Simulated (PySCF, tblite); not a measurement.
**C6H7N3O: geometry, infrared bands and NMR shifts**

What infrared bands and NMR shifts should C6H7N3O (`CCc1cc(C=O)nnn1`) show?

The runs use tblite 0.8.0 and PySCF 2.14.0, with density-fitted response routines of our own; the level of theory stands in each step. All values are computed, except where a source is named. Atoms are numbered from 0 throughout.

## 1. The starting structure

17 atoms, charge 0, multiplicity 1; geometry from: force field or distance geometry start.

Bonds of the start (Å): C0–C1 1.50, C1–C2 1.51, C2–C3 1.36, C3–C4 1.36, C4–C5 1.47, C5–O6 1.23, C4–N7 1.35, N7–N8 1.31, N8–N9 1.33, N9–C2 1.35, C0–H10 1.09, C0–H11 1.09, C0–H12 1.11, C1–H13 1.10, C1–H14 1.09, C3–H15 1.09, C5–H16 1.10.

## 2. Relaxing the molecule with GFN2-xTB

Job settings and geometry (Å):

```
{"job": {"kind": "relax", "xc": "GFN2-xTB", "basis": "xTB"}, "charge": 0, "multiplicity": 1}
C     -2.421400     0.723700    -0.445100
C     -1.779000    -0.388000     0.339600
C     -0.331600    -0.597200    -0.053000
C      0.669100     0.135400     0.508500
C      1.912000    -0.160300     0.031100
C      3.102700     0.530700     0.534500
O      3.043500     1.384500     1.414200
N      2.157400    -1.060000    -0.939800
N      1.141200    -1.710600    -1.443400
N     -0.100400    -1.496100    -1.027100
H     -1.923200     1.680300    -0.282100
H     -2.412800     0.511900    -1.517100
H     -3.480300     0.845000    -0.131100
H     -1.827100    -0.176800     1.420000
H     -2.331400    -1.316600     0.191500
H      0.504900     0.864800     1.304700
H      4.069400     0.241300     0.084800
```

The run is started by

```bash
$ OMP_NUM_THREADS=1 python probes_run.py task.json out
```

The driver reads the jobs from task.json and runs them one after another.

**Question.** This job is followed by: GFN2-xTB harmonic vibrations, gas phase; GIAO PBE0/pcSseg-1 NMR shielding, non-relativistic, gas phase. Predict these results of the whole session: strongest single infrared mode (GFN2-xTB); zero-point energy (GFN2-xTB); ¹³C shifts against TMS (PBE0/pcSseg-1); ¹H shifts against TMS (PBE0/pcSseg-1, means over atoms taken as alike); ¹⁷O shifts against H2O (PBE0/pcSseg-1); ¹⁵N shifts against NH3 (PBE0/pcSseg-1); surface potential, 1st and 99th percentile.

As calculated:

| quantity | value |
| --- | --- |
| strongest single infrared mode (GFN2-xTB) | 1766 cm⁻¹, 231 km/mol |
| zero-point energy (GFN2-xTB) | 78.4 kcal/mol |
| ¹³C shifts against TMS (PBE0/pcSseg-1) | 202.7, 171.8, 152.4, 118.2, 35.3, 20.0 ppm |
| ¹H shifts against TMS (PBE0/pcSseg-1, means over atoms taken as alike) | 10.69, 7.78, 3.25, 1.46 ppm |
| ¹⁷O shifts against H2O (PBE0/pcSseg-1) | 722.0 ppm |
| ¹⁵N shifts against NH3 (PBE0/pcSseg-1) | 537.7, 452.3, 433.0 ppm |
| surface potential, 1st and 99th percentile | -1.72 V and 1.48 V |

**Reading.** Over 26 steps the energy fell by 0.213 eV; of the close pairs, N8–N9 changed most, 1.327 to 1.290 Å. No mode is imaginary among the 45: a minimum at this level. The strongest single mode, at 1766 cm⁻¹, moves mainly C5 and O6. GFN2-xTB is a fitted tight-binding method: band positions and strengths are rough. Its intensities can rank the bands wrongly. The most deshielded carbon is C5 (aldehyde carbonyl carbon), at 202.7 ppm: the double bond to the heteroatom, with no lone-pair donor beside it, deshields it most. The most deshielded hydrogen is H16 (hydrogen on an aldehyde carbonyl carbon), at 10.69 ppm: the formyl region, downfield of aromatic protons. At PBE0/pcSseg-1: Shielding is most anisotropic at O6 (span 1481 ppm, paramagnetic term -788 ppm). NICS(1)zz of -27 ppm above the planar ring from C2 marks a diatropic (aromatic) ring current. By nearest atom (PBE0/pcSseg-1), the HOMO sits on N8 46 %; N9 21 % and the LUMO on C4, C5 about 17 % each; O6 17 %.
